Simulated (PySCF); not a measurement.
# Os, Os⁺: ionisation energy in x2c-TZVPPall plus 1 even-tempered diffuse shell per l

Wanted: the ionisation energy of osmium, up a ladder of methods.

The numbers are computed with PySCF 2.14.0 (unrestricted determinants in a Gaussian basis, no spin-orbit coupling in the energies), except any that are marked as measured or tabulated.

## Step 1: The system

```
Element     : osmium (Z = 76)
Basis       : x2c-TZVPPall with one added diffuse shell each of s, p, d, f type (12s8p8d4f1g, 113 functions)
Hamiltonian : the spin-free X2C one-electron Hamiltonian (Gaussian nucleus)
State 1     : Os: [Xe] 4f14 5d6 6s2, high-spin 5D determinant
State 2     : Os⁺: [Xe] 4f14 5d6 6s1, high-spin 6D determinant
Methods     : M06, wB97M-V, PW91
```

The outer shells:

Os [Xe] 4f14 5d6 6s2
```
[Xe] core
4f [↑↓][↑↓][↑↓][↑↓][↑↓][↑↓][↑↓]
5d [↑↓][↑ ][↑ ][↑ ][↑ ]
6s [↑↓]
```

Os+ [Xe] 4f14 5d6 6s1
```
[Xe] core
4f [↑↓][↑↓][↑↓][↑↓][↑↓][↑↓][↑↓]
5d [↑↓][↑ ][↑ ][↑ ][↑ ]
6s [↑ ]
```

The runs were made by one driver on top of PySCF. The scripts below sum up each run's settings (the driver also hands on starting orbitals that pick excited configurations, and frozen orbitals as a list rather than a count), and the logs come from the driver's own runs. The driver starts from symmetry-adapted Hartree-Fock orbitals, holds the occupation by maximum overlap and uses a logarithmic radial grid for functionals, so a plain start would take other cycles.

The integrals over 113 functions and the set-up took 20 s of CPU time.

## Step 2: Os

#### M06

Contents of input.py:

```python
from pyscf import gto, scf, dft, mp, cc
import basis_set_exchange as bse
mol = gto.M(atom="Os 0 0 0", charge=0, spin=4, symmetry="D2h",
            basis=gto.basis.parse(bse.get_basis("x2c-TZVPPall", elements=["Os"], fmt="nwchem", augment_diffuse=1)),
            nucmod="G")
mf = dft.UKS(mol, xc="M06").sfx2c1e()
mf.irrep_nelec = {'Ag': (12, 10), 'B1g': (3, 3), 'B2g': (3, 2), 'B3g': (3, 2), 'Au': (1, 1), 'B1u': (6, 6), 'B2u': (6, 6), 'B3u': (6, 6)}
mf.kernel()
```

Output:

```text
damping factor = 0
level_shift factor = 0
DIIS = <class 'pyscf.scf.diis.CDIIS'>
diis_start_cycle = 1
diis_space = 10
diis_damp = 0
SCF conv_tol = 1e-09
SCF conv_tol_grad = None
number electrons alpha = 40  beta = 36
XC functionals = M06
    Y. Zhao and D. G. Truhlar.,  Theor. Chem. Acc. 120, 215 (2008)
    Y. Zhao and D. G. Truhlar.,  Theor. Chem. Acc. 120, 215 (2008)
cycle= 1 E= -17255.7342292141  delta_E= -0.0198  |g|= 0.151  |ddm|= 0.51
cycle= 2 E= -17255.7344162351  delta_E= -0.000187  |g|= 0.153  |ddm|= 0.187
cycle= 3 E= -17255.736778883  delta_E= -0.00236  |g|= 0.0123  |ddm|= 0.0909
cycle= 4 E= -17255.7368570813  delta_E= -7.82e-05  |g|= 0.006  |ddm|= 0.0311
cycle= 5 E= -17255.7368781293  delta_E= -2.1e-05  |g|= 0.00164  |ddm|= 0.0112
cycle= 6 E= -17255.7368815934  delta_E= -3.46e-06  |g|= 0.000373  |ddm|= 0.00784
cycle= 7 E= -17255.7368816501  delta_E= -5.67e-08  |g|= 4.01e-05  |ddm|= 0.000821
cycle= 8 E= -17255.7368816523  delta_E= -2.23e-09  |g|= 2.59e-06  |ddm|= 0.000213
cycle= 9 E= -17255.7368816523  delta_E= 3.64e-12  |g|= 2.91e-07  |ddm|= 6.76e-06
converged SCF energy = -17255.7368816523  <S^2> = 6.0072084  2S+1 = 5.0028825
```

CPU time 21 s on a shared host, the integrals not counted.

The occupied shells:

| shell | electrons | mean orbital energy (eV) | spread (eV) | rms radius (bohr) |
| --- | --- | --- | --- | --- |
| 1s β | 1 | -73794.1 | 0 | 0.0201 |
| 1s α | 1 | -73794.1 | 0 | 0.0201 |
| 2s α | 1 | -12901.4 | 0 | 0.0809 |
| 2s β | 1 | -12901.0 | 0 | 0.0809 |
| 2p α | 3 | -11270.7 | 0.113 | 0.0738 |
| 2p β | 3 | -11270.4 | 0.041 | 0.0738 |
| 3s α | 1 | -3024.1 | 0 | 0.207 |
| 3s β | 1 | -3024.0 | 0 | 0.207 |
| 3p α | 3 | -2539.8 | 0.240 | 0.209 |
| 3p β | 3 | -2539.7 | 0.199 | 0.209 |
| 3d α | 5 | -1980.0 | 0.252 | 0.191 |
| 3d β | 5 | -1979.7 | 0.189 | 0.191 |
| 4s α | 1 | -649.10 | 0 | 0.458 |
| 4s β | 1 | -648.94 | 0 | 0.458 |
| 4p α | 3 | -488.48 | 0.472 | 0.488 |
| 4p β | 3 | -488.34 | 0.432 | 0.488 |
| 4d α | 5 | -283.36 | 0.560 | 0.525 |
| 4d β | 5 | -283.13 | 0.406 | 0.525 |
| 5s α | 1 | -96.017 | 0 | 1.07 |
| 5s β | 1 | -93.263 | 0 | 1.07 |
| 4f α | 7 | -57.504 | 0.573 | 0.618 |
| 4f β | 7 | -57.163 | 0.434 | 0.618 |
| 5p α | 3 | -55.235 | 0.895 | 1.25 |
| 5p β | 3 | -51.526 | 0.162 | 1.25 |
| 5d α | 5 | -8.590 | 0.910 | 1.97 |
| 6s α | 1 | -6.949 | 0 | 3.25 |
| 5d β | 1 | -6.380 | 0 | 1.97 |
| 6s β | 1 | -6.106 | 0 | 3.25 |

⟨S²⟩ = 6.007, ⟨L²⟩ = 6.26.

Spin-orbit coupling, absent here, splits the open shell strongly.

#### wB97M-V

Changes to input.py:

```diff
@@ -5,3 +5,3 @@
             nucmod="G")
-mf = dft.UKS(mol, xc="M06").sfx2c1e()
+mf = dft.UKS(mol, xc="WB97M_V").sfx2c1e()
 mf.irrep_nelec = {'Ag': (12, 10), 'B1g': (3, 3), 'B2g': (3, 2), 'B3g': (3, 2), 'Au': (1, 1), 'B1u': (6, 6), 'B2u': (6, 6), 'B3u': (6, 6)}
```

Output:

```text
damping factor = 0
level_shift factor = 0
DIIS = <class 'pyscf.scf.diis.CDIIS'>
diis_start_cycle = 1
diis_space = 10
diis_damp = 0
SCF conv_tol = 1e-09
SCF conv_tol_grad = None
number electrons alpha = 40  beta = 36
XC functionals = WB97M_V
    N. Mardirossian and M. Head-Gordon.,  J. Chem. Phys. 144, 214110 (2016)
NLC functional = WB97M_V
cycle= 1 E= -17254.4251526377  delta_E= -0.0221  |g|= 0.173  |ddm|= 0.415
cycle= 2 E= -17254.4260163907  delta_E= -0.000864  |g|= 0.147  |ddm|= 0.211
cycle= 3 E= -17254.4277984483  delta_E= -0.00178  |g|= 0.0114  |ddm|= 0.0673
cycle= 4 E= -17254.4278614939  delta_E= -6.3e-05  |g|= 0.00303  |ddm|= 0.034
cycle= 5 E= -17254.4278828441  delta_E= -2.14e-05  |g|= 0.00142  |ddm|= 0.0127
cycle= 6 E= -17254.427898091  delta_E= -1.52e-05  |g|= 0.00111  |ddm|= 0.00869
cycle= 7 E= -17254.427923191  delta_E= -2.51e-05  |g|= 0.000336  |ddm|= 0.0252
cycle= 8 E= -17254.4279249898  delta_E= -1.8e-06  |g|= 5.8e-05  |ddm|= 0.00843
cycle= 9 E= -17254.4279249953  delta_E= -5.57e-09  |g|= 2.24e-05  |ddm|= 0.000467
cycle= 10 E= -17254.4279249955  delta_E= -1.78e-10  |g|= 2e-06  |ddm|= 4.29e-05
converged SCF energy = -17254.4279249955  <S^2> = 6.0087157  2S+1 = 5.0034851
```

It used 40 s of CPU time after the integrals (shared host).

#### PW91

Changes to input.py:

```diff
@@ -5,3 +5,3 @@
             nucmod="G")
-mf = dft.UKS(mol, xc="WB97M_V").sfx2c1e()
+mf = dft.UKS(mol, xc="PW91,PW91").sfx2c1e()
 mf.irrep_nelec = {'Ag': (12, 10), 'B1g': (3, 3), 'B2g': (3, 2), 'B3g': (3, 2), 'Au': (1, 1), 'B1u': (6, 6), 'B2u': (6, 6), 'B3u': (6, 6)}
```

Output:

```text
damping factor = 0
level_shift factor = 0
DIIS = <class 'pyscf.scf.diis.CDIIS'>
diis_start_cycle = 1
diis_space = 10
diis_damp = 0
SCF conv_tol = 1e-09
SCF conv_tol_grad = None
number electrons alpha = 40  beta = 36
XC functionals = PW91,PW91
    J. P. Perdew. In P. Ziesche and H. Eschrig, editors, Proceedings of the 75. WE-Heraeus-Seminar and 21st Annual International Symposium on Electronic Structure of Solids, 11. Berlin, 1991. Akademie Verlag.
    J. P. Perdew, J. A. Chevary, S. H. Vosko, K. A. Jackson, M. R. Pederson, D. J. Singh, and C. Fiolhais.,  Phys. Rev. B 46, 6671 (1992)
    J. P. Perdew, J. A. Chevary, S. H. Vosko, K. A. Jackson, M. R. Pederson, D. J. Singh, and C. Fiolhais.,  Phys. Rev. B 48, 4978 (1993)
    J. P. Perdew. In P. Ziesche and H. Eschrig, editors, Proceedings of the 75. WE-Heraeus-Seminar and 21st Annual International Symposium on Electronic Structure of Solids, 11. Berlin, 1991. Akademie Verlag.
    J. P. Perdew, J. A. Chevary, S. H. Vosko, K. A. Jackson, M. R. Pederson, D. J. Singh, and C. Fiolhais.,  Phys. Rev. B 46, 6671 (1992)
    J. P. Perdew, J. A. Chevary, S. H. Vosko, K. A. Jackson, M. R. Pederson, D. J. Singh, and C. Fiolhais.,  Phys. Rev. B 48, 4978 (1993)
cycle= 1 E= -17257.1452858597  delta_E= -0.0381  |g|= 0.296  |ddm|= 0.687
cycle= 2 E= -17257.1161589531  delta_E= 0.0291  |g|= 0.452  |ddm|= 0.855
cycle= 3 E= -17257.146350528  delta_E= -0.0302  |g|= 0.124  |ddm|= 0.898
cycle= 4 E= -17257.1519859799  delta_E= -0.00564  |g|= 0.0234  |ddm|= 0.188
cycle= 5 E= -17257.1522260589  delta_E= -0.00024  |g|= 0.00608  |ddm|= 0.063
cycle= 6 E= -17257.1522458898  delta_E= -1.98e-05  |g|= 0.00363  |ddm|= 0.0256
cycle= 7 E= -17257.1522545814  delta_E= -8.69e-06  |g|= 0.00315  |ddm|= 0.021
cycle= 8 E= -17257.1522645839  delta_E= -1e-05  |g|= 0.000639  |ddm|= 0.0418
cycle= 9 E= -17257.1522647626  delta_E= -1.79e-07  |g|= 2.75e-05  |ddm|= 0.00189
cycle= 10 E= -17257.1522647635  delta_E= -9.53e-10  |g|= 6.62e-06  |ddm|= 0.000386
converged SCF energy = -17257.1522647635  <S^2> = 6.0086434  2S+1 = 5.0034562
```

CPU time 8.1 s on a shared host, the integrals not counted.

Radial density 4πr²ρ of Os at PW91, without picture-change correction:

| r (bohr) | density | spin density |
| --- | --- | --- |
| 0.000359 | 3.55 | 0.000 |
| 0.000604 | 7.25 | 0.000 |
| 0.00102 | 14.4 | 0.000 |
| 0.00171 | 27.5 | 0.000 |
| 0.00287 | 49.2 | 0.000 |
| 0.00484 | 78.6 | 0.000 |
| 0.00813 | 104 | 0.000 |
| 0.0137 | 105 | -0.001 |
| 0.0230 | 91.8 | 0.000 |
| 0.0387 | 122 | 0.016 |
| 0.0651 | 134 | 0.110 |
| 0.109 | 111 | 0.236 |
| 0.184 | 117 | 0.004 |
| 0.310 | 69.9 | 0.347 |
| 0.521 | 63.5 | 0.082 |
| 0.876 | 21.1 | 1.097 |
| 1.47 | 8.86 | 2.615 |
| 2.48 | 2.38 | 0.957 |
| 4.17 | 0.456 | 0.075 |
| 7.02 | 0.0145 | -0.004 |
| 11.8 | 6.83e-05 | 0.000 |

## Step 3: Os⁺: the ladder of methods

#### M06

Contents of input.py:

```python
from pyscf import gto, scf, dft, mp, cc
import basis_set_exchange as bse
mol = gto.M(atom="Os 0 0 0", charge=1, spin=5, symmetry="D2h",
            basis=gto.basis.parse(bse.get_basis("x2c-TZVPPall", elements=["Os"], fmt="nwchem", augment_diffuse=1)),
            nucmod="G")
mf = dft.UKS(mol, xc="M06").sfx2c1e()
mf.irrep_nelec = {'Ag': (12, 9), 'B1g': (3, 3), 'B2g': (3, 2), 'B3g': (3, 2), 'Au': (1, 1), 'B1u': (6, 6), 'B2u': (6, 6), 'B3u': (6, 6)}
mf.kernel()
```

Output:

```text
damping factor = 0
level_shift factor = 0
DIIS = <class 'pyscf.scf.diis.CDIIS'>
diis_start_cycle = 1
diis_space = 10
diis_damp = 0
SCF conv_tol = 1e-09
SCF conv_tol_grad = None
number electrons alpha = 40  beta = 35
XC functionals = M06
    Y. Zhao and D. G. Truhlar.,  Theor. Chem. Acc. 120, 215 (2008)
    Y. Zhao and D. G. Truhlar.,  Theor. Chem. Acc. 120, 215 (2008)
cycle= 1 E= -17255.3935297051  delta_E= -0.0128  |g|= 0.15  |ddm|= 0.218
cycle= 2 E= -17255.3932434011  delta_E= 0.000286  |g|= 0.151  |ddm|= 0.148
cycle= 3 E= -17255.3953866703  delta_E= -0.00214  |g|= 0.00624  |ddm|= 0.0782
cycle= 4 E= -17255.395393573  delta_E= -6.9e-06  |g|= 0.00128  |ddm|= 0.00766
cycle= 5 E= -17255.3953940244  delta_E= -4.51e-07  |g|= 9.63e-05  |ddm|= 0.00149
cycle= 6 E= -17255.3953940282  delta_E= -3.74e-09  |g|= 1.22e-05  |ddm|= 0.000114
cycle= 7 E= -17255.3953940283  delta_E= -1.6e-10  |g|= 1.81e-06  |ddm|= 1.96e-05
converged SCF energy = -17255.3953940283  <S^2> = 8.7525207  2S+1 = 6.0008402
```

It used 12 s of CPU time after the integrals (shared host).

Orbital energies by shell (radii are means over both spins):

| shell | electrons | mean orbital energy (eV) | spread (eV) | rms radius (bohr) |
| --- | --- | --- | --- | --- |
| 1s α | 1 | -73802.4 | 0 | 0.0201 |
| 1s β | 1 | -73802.3 | 0 | 0.0201 |
| 2s α | 1 | -12909.6 | 0 | 0.0809 |
| 2s β | 1 | -12909.3 | 0 | 0.0809 |
| 2p α | 3 | -11278.9 | 0.116 | 0.0738 |
| 2p β | 3 | -11278.6 | 0.040 | 0.0738 |
| 3s α | 1 | -3032.3 | 0 | 0.207 |
| 3s β | 1 | -3032.2 | 0 | 0.207 |
| 3p α | 3 | -2548.0 | 0.218 | 0.209 |
| 3p β | 3 | -2547.9 | 0.184 | 0.209 |
| 3d α | 5 | -1988.2 | 0.234 | 0.191 |
| 3d β | 5 | -1988.0 | 0.176 | 0.191 |
| 4s α | 1 | -657.33 | 0 | 0.458 |
| 4s β | 1 | -657.11 | 0 | 0.458 |
| 4p α | 3 | -496.71 | 0.459 | 0.488 |
| 4p β | 3 | -496.53 | 0.430 | 0.488 |
| 4d α | 5 | -291.59 | 0.557 | 0.525 |
| 4d β | 5 | -291.31 | 0.404 | 0.525 |
| 5s α | 1 | -104.32 | 0 | 1.07 |
| 5s β | 1 | -101.33 | 0 | 1.07 |
| 4f α | 7 | -65.734 | 0.592 | 0.619 |
| 4f β | 7 | -65.338 | 0.453 | 0.619 |
| 5p α | 3 | -63.545 | 1.081 | 1.25 |
| 5p β | 3 | -59.682 | 0.087 | 1.25 |
| 5d α | 5 | -16.726 | 1.251 | 1.89 |
| 5d β | 1 | -14.288 | 0 | 1.89 |
| 6s α | 1 | -14.150 | 0 | 2.98 |

⟨S²⟩ = 8.753, ⟨L²⟩ = 6.01.

Spin-orbit coupling, absent here, splits the open shell strongly.

#### wB97M-V

Changes to input.py:

```diff
@@ -5,3 +5,3 @@
             nucmod="G")
-mf = dft.UKS(mol, xc="M06").sfx2c1e()
+mf = dft.UKS(mol, xc="WB97M_V").sfx2c1e()
 mf.irrep_nelec = {'Ag': (12, 9), 'B1g': (3, 3), 'B2g': (3, 2), 'B3g': (3, 2), 'Au': (1, 1), 'B1u': (6, 6), 'B2u': (6, 6), 'B3u': (6, 6)}
```

Output:

```text
damping factor = 0
level_shift factor = 0
DIIS = <class 'pyscf.scf.diis.CDIIS'>
diis_start_cycle = 1
diis_space = 10
diis_damp = 0
SCF conv_tol = 1e-09
SCF conv_tol_grad = None
number electrons alpha = 40  beta = 35
XC functionals = WB97M_V
    N. Mardirossian and M. Head-Gordon.,  J. Chem. Phys. 144, 214110 (2016)
NLC functional = WB97M_V
cycle= 1 E= -17254.1131231553  delta_E= -0.0178  |g|= 0.173  |ddm|= 0.312
cycle= 2 E= -17254.1134713053  delta_E= -0.000348  |g|= 0.147  |ddm|= 0.166
cycle= 3 E= -17254.1151599671  delta_E= -0.00169  |g|= 0.00812  |ddm|= 0.063
cycle= 4 E= -17254.1151705079  delta_E= -1.05e-05  |g|= 0.00107  |ddm|= 0.0153
cycle= 5 E= -17254.1151710712  delta_E= -5.63e-07  |g|= 0.000127  |ddm|= 0.00397
cycle= 6 E= -17254.1151710998  delta_E= -2.86e-08  |g|= 1.27e-05  |ddm|= 0.00149
cycle= 7 E= -17254.1151711  delta_E= -2.29e-10  |g|= 1.53e-06  |ddm|= 0.000118
converged SCF energy = -17254.1151711  <S^2> = 8.7527104  2S+1 = 6.0009034
```

It used 25 s of CPU time after the integrals (shared host).

#### PW91

Changes to input.py:

```diff
@@ -5,3 +5,3 @@
             nucmod="G")
-mf = dft.UKS(mol, xc="WB97M_V").sfx2c1e()
+mf = dft.UKS(mol, xc="PW91,PW91").sfx2c1e()
 mf.irrep_nelec = {'Ag': (12, 9), 'B1g': (3, 3), 'B2g': (3, 2), 'B3g': (3, 2), 'Au': (1, 1), 'B1u': (6, 6), 'B2u': (6, 6), 'B3u': (6, 6)}
```

Output:

```text
damping factor = 0
level_shift factor = 0
DIIS = <class 'pyscf.scf.diis.CDIIS'>
diis_start_cycle = 1
diis_space = 10
diis_damp = 0
SCF conv_tol = 1e-09
SCF conv_tol_grad = None
number electrons alpha = 40  beta = 35
XC functionals = PW91,PW91
    J. P. Perdew. In P. Ziesche and H. Eschrig, editors, Proceedings of the 75. WE-Heraeus-Seminar and 21st Annual International Symposium on Electronic Structure of Solids, 11. Berlin, 1991. Akademie Verlag.
    J. P. Perdew, J. A. Chevary, S. H. Vosko, K. A. Jackson, M. R. Pederson, D. J. Singh, and C. Fiolhais.,  Phys. Rev. B 46, 6671 (1992)
    J. P. Perdew, J. A. Chevary, S. H. Vosko, K. A. Jackson, M. R. Pederson, D. J. Singh, and C. Fiolhais.,  Phys. Rev. B 48, 4978 (1993)
    J. P. Perdew. In P. Ziesche and H. Eschrig, editors, Proceedings of the 75. WE-Heraeus-Seminar and 21st Annual International Symposium on Electronic Structure of Solids, 11. Berlin, 1991. Akademie Verlag.
    J. P. Perdew, J. A. Chevary, S. H. Vosko, K. A. Jackson, M. R. Pederson, D. J. Singh, and C. Fiolhais.,  Phys. Rev. B 46, 6671 (1992)
    J. P. Perdew, J. A. Chevary, S. H. Vosko, K. A. Jackson, M. R. Pederson, D. J. Singh, and C. Fiolhais.,  Phys. Rev. B 48, 4978 (1993)
cycle= 1 E= -17256.8332827518  delta_E= -0.0318  |g|= 0.291  |ddm|= 0.454
cycle= 2 E= -17256.8293676749  delta_E= 0.00392  |g|= 0.333  |ddm|= 0.268
cycle= 3 E= -17256.8396610609  delta_E= -0.0103  |g|= 0.0183  |ddm|= 0.173
cycle= 4 E= -17256.8397394868  delta_E= -7.84e-05  |g|= 0.00113  |ddm|= 0.0194
cycle= 5 E= -17256.8397398867  delta_E= -4e-07  |g|= 7.04e-05  |ddm|= 0.00148
cycle= 6 E= -17256.8397398883  delta_E= -1.59e-09  |g|= 6.45e-06  |ddm|= 7.08e-05
cycle= 7 E= -17256.8397398883  delta_E= -1.82e-11  |g|= 7.55e-07  |ddm|= 9.39e-06
converged SCF energy = -17256.8397398883  <S^2> = 8.7512419  2S+1 = 6.0004139
```

It used 5.1 s of CPU time after the integrals (shared host).

Radial density 4πr²ρ of Os⁺ at PW91, without picture-change correction:

| r (bohr) | density | spin density |
| --- | --- | --- |
| 0.000359 | 3.55 | 0.000 |
| 0.000604 | 7.25 | 0.000 |
| 0.00102 | 14.4 | 0.001 |
| 0.00171 | 27.5 | 0.002 |
| 0.00287 | 49.2 | 0.003 |
| 0.00484 | 78.6 | 0.004 |
| 0.00813 | 104 | 0.004 |
| 0.0137 | 105 | 0.001 |
| 0.0230 | 91.8 | -0.001 |
| 0.0387 | 122 | 0.022 |
| 0.0651 | 134 | 0.118 |
| 0.109 | 111 | 0.252 |
| 0.184 | 117 | 0.009 |
| 0.310 | 69.9 | 0.387 |
| 0.521 | 63.5 | 0.085 |
| 0.876 | 21.1 | 1.209 |
| 1.47 | 8.92 | 2.807 |
| 2.48 | 1.98 | 1.362 |
| 4.17 | 0.234 | 0.190 |
| 7.02 | 0.00104 | 0.001 |
| 11.8 | 4.10e-05 | 0.000 |

## Step 4: Differences of total energies

Ionisation energy: Os [Xe] 4f14 5d6 6s2 (5D) → Os⁺ [Xe] 4f14 5d6 6s1 (6D).

| method | value (eV) | error (eV) | CPU time, both states (s) |
| --- | --- | --- | --- |
| UHF | 6.549 | -1.924 |  |
| M06 | 9.292 | +0.819 | 33 |
| wB97M-V | 8.510 | +0.037 | 65 |
| PW91 | 8.504 | +0.031 | 13 |

Reference: 8.473 eV (measured; NIST levels, between the centres of gravity of the two terms).

The runs at UHF are not shown; their differences are listed all the same. Times are CPU seconds on a shared host without the integrals; correlated rows include their Hartree-Fock run, whose time holds the symmetry-adapted start and any spin-orbit constants, while functionals begin from orbitals already made.

## Step 5: What came out

```
             quantity                                      value
ionisation energy, Os  UHF 6.549, PW91 8.504 eV; reference 8.473
```

Accuracy against cost (mean over 1 difference):

| method | mean absolute miss against the measured value (with the measured fine structure taken into account where it is known) (eV) | CPU time, both states (s) |
| --- | --- | --- |
| UHF | 1.924 |  |
| M06 | 0.819 | 33 |
| wB97M-V | 0.037 | 65 |
| PW91 | 0.031 | 13 |

What this shows: Against experiment PW91 comes closest (off by 0.03 eV), level with wB97M-V and UHF is farthest (1.92 eV). Hartree-Fock falls short because the species with more electrons holds more correlation energy, which it lacks. The basis is finite, and no extrapolation was made. The dearest level timed, wB97M-V, costs 4.9 times the cheapest, PW91, and differs from the measured value (with the measured fine structure taken into account where it is known) by 0.04 against 0.03 eV.
